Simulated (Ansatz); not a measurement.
The system is Tc3Sn.

```xyz
4
Lattice="0.0000 3.1722 3.1722 3.1722 0.0000 3.1722 3.1722 3.1722 0.0000" Properties=species:S:1:pos:R:3 pbc="T T T"
Sn    0.0000    0.0000    0.0000
Tc    3.1722    3.1722    3.1722
Tc    4.7583    4.7583    4.7583
Tc    1.5861    1.5861    1.5861
```

The cell comes from a database or a generator and needn't be the stable form of this composition.

| Quantity | Value |
| --- | --- |
| Program | Ansatz 0.2.0 |
| Task | single point |
| Functional | PBE |
| Potentials or basis | Ansatz PAW earlier set |
| Cutoff | 500 eV (not typed: the program's choice for these potentials) |
| k mesh | 7 × 7 × 7 |
| Occupations | fermi-dirac, width 0.05 eV |
| Spin | no spin polarisation |

On this cell: pressure -1.9 GPa; largest force zero by symmetry; band gap on the k mesh none (metal or under the smearing width).

The same run follows on a disturbed copy (atoms moved at random, drawn with an rms of 0.05 Å):

```
Sn Tc
1.0
     0.00000    3.17219    3.17219
     3.17219    0.00000    3.17219
     3.17219    3.17219    0.00000
Sn Tc
1 3
Direct
  0.99932 0.99175 0.99602
  0.50559 0.50904 0.49975
  0.74813 0.75909 0.75142
  0.25443 0.24935 0.25274
```

Q: What changes?

A: The energy (extrapolated to zero smearing) moves by +11.9 meV/atom; pressure -1.5 GPa; largest force 0.997 eV/Å; band gap on the k mesh none (metal or under the smearing width).

Forces on the atoms (eV/Å):
```
Sn   0.709  0.360  0.602
Tc  -0.140 -0.059 -0.142
Tc  -0.515 -0.019 -0.343
Tc  -0.054 -0.282 -0.117
```

Stress tensor (GPa, compression positive):
```
-1.55  0.30 -0.10
 0.30 -1.47  0.51
-0.10  0.51 -1.48
```
